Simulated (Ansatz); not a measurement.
# GaH₆NOSi: up Jacob's ladder to CCSD(T)

Aim: compute GaH₆NOSi with functionals from several rungs and with coupled cluster, and see how far each lands from CCSD(T) at the basis-set limit for the atomisation energy.

Program: Ansatz 0.2.0, Gaussian basis. Level of theory: functionals in def2-TZVPP, the program's frozen cores in correlated methods. These are calculated values, not measurements.

Levels to be run: LDA (SPW92), PBE-D4, revPBE-D4, BLYP-D4, r2SCAN-D4, B97M-V, PBE0-D4, B3LYP-D4, r2SCANh-D4, r2SCAN0-D4, HSE06-D4, BHLYP-D4, CAM-B3LYP-D4, LC-ωPBE, ωB97X-V, ωB97M-V, B2PLYP, PBE-QIDH; CCSD(T)/def2-SVP; CCSD(T)/def2-TZVPP; MP2/def2-QZVPP; extrapolation to the limit; RPA on PBE.

## 1. Structure used throughout

All runs share one geometry, relaxed beforehand with PBE0-D4 in a triple-zeta def2 set.

10 atoms, charge 0, spin multiplicity 1.

Atoms are counted from 1 here; the program's logs count them from 0.

Bond lengths: N1–Si2 1.844 Å, N1–Ga3 2.209 Å, N1–H5 1.017 Å, N1–H6 1.017 Å, Si2–H7 1.522 Å, Si2–H8 1.487 Å, Si2–H9 1.487 Å, Ga3–O4 1.943 Å, O4–H10 0.959 Å. Angles: Si2–N1–Ga3 104.6°, Si2–N1–H5 109.7°, Si2–N1–H6 109.5°, Ga3–N1–H5 115.6°, Ga3–N1–H6 113.2°, H5–N1–H6 104.3°, N1–Si2–H7 94.6°, N1–Si2–H8 118.2°, N1–Si2–H9 117.6°, H7–Si2–H8 98.4°, H7–Si2–H9 98.5°, H8–Si2–H9 119.6°, N1–Ga3–O4 70.8°, Ga3–O4–H10 129.5°.

## 2. LDA

This LDA is Slater exchange with PW92 correlation.

in.yaml

```yaml
crystal:
  periodic: [false, false, false]
  atoms:
    - {symbol: N, position_ang: [-0.116473, 1.071956, 0.527755]}
    - {symbol: Si, position_ang: [0.549080, -0.157229, -0.674338]}
    - {symbol: Ga, position_ang: [-1.489214, -0.089608, 1.810074]}
    - {symbol: O, position_ang: [-0.768222, -1.250319, 0.428033]}
    - {symbol: H, position_ang: [0.652357, 1.531095, 1.009593]}
    - {symbol: H, position_ang: [-0.580153, 1.823331, 0.022301]}
    - {symbol: H, position_ang: [1.470391, 0.836617, -1.367765]}
    - {symbol: H, position_ang: [-0.294652, -0.523980, -1.842159]}
    - {symbol: H, position_ang: [1.581446, -1.108606, -0.185213]}
    - {symbol: H, position_ang: [-0.921461, -2.184256, 0.274519]}
basis:
  gaussian: {orbitals: def2-TZVPP}
hamiltonian: {xc: lda}
output: {orbitals: {seedname: orbitals}}
```

After this run come: PBE-D4 (GGA); revPBE-D4 (GGA); BLYP-D4 (GGA); r2SCAN-D4 (meta-GGA); B97M-V (meta-GGA); PBE0-D4 (hybrid); B3LYP-D4 (hybrid); r2SCANh-D4 (hybrid); r2SCAN0-D4 (hybrid); HSE06-D4 (hybrid); BHLYP-D4 (hybrid); CAM-B3LYP-D4 (range-separated); LC-ωPBE (range-separated); ωB97X-V (range-separated); ωB97M-V (range-separated); B2PLYP (double hybrid); PBE-QIDH (double hybrid); CCSD(T) in def2-SVP; CCSD(T) in def2-TZVPP; MP2 in def2-QZVPP; RPA on PBE orbitals.

**Question.** What will the summary of the whole plan be? Wanted: atomisation energy, CCSD(T)/CBS; farthest beyond LDA; mean size of error, GGA; mean size of error, meta-GGA; mean size of error, hybrid; mean size of error, range-separated; mean size of error, double hybrid; gap, smallest and largest; T1 diagnostic.

**Answer**, as computed:

| quantity | value |
| --- | --- |
| atomisation energy, CCSD(T)/CBS | 32.467 eV |
| functionals within 0.325 eV (1.0 %) | PBE-D4, BLYP-D4, r2SCAN-D4, B97M-V, B3LYP-D4, CAM-B3LYP-D4, ωB97X-V, ωB97M-V |
| farthest beyond LDA | BHLYP-D4 (-1.179 eV) |
| mean size of error, GGA | 0.313 eV |
| mean size of error, meta-GGA | 0.256 eV |
| mean size of error, hybrid | 0.680 eV |
| mean size of error, range-separated | 0.211 eV |
| mean size of error, double hybrid | 0.711 eV |
| gap, smallest and largest | 3.67 eV (LDA (SPW92)), 9.77 eV (LC-ωPBE) |
| T1 diagnostic | 0.0138 |
| triples share of the correlation energy | 3.8 % |

In words: LDA overbinds by 4.395 eV (14 %). PBE-D4 is off by +0.008 eV. Double hybrids carry the basis error of their MP2 part in triple zeta, and no dispersion term here, so their miss is partly the set-up's. The rungs range-separated, meta-GGA, GGA miss on average by less than the doubt on the reference (0.325 eV), so they tie. Misses under about 0.325 eV are within the doubt on the reference itself, which lacks core-valence correlation, relativity and higher excitations, and its outer-core shells are covered unevenly. Hartree-Fock recovers 68 % of the binding; the rest is correlation. CCSD(T) in def2-SVP is off by -2.521 eV, worse than the median functional, from the basis alone. The gap grows from 3.7 to 9.8 eV across the functionals, mostly with the share of exact exchange. Correlated methods include outer-core shells of Ga, which these sets cover unevenly.
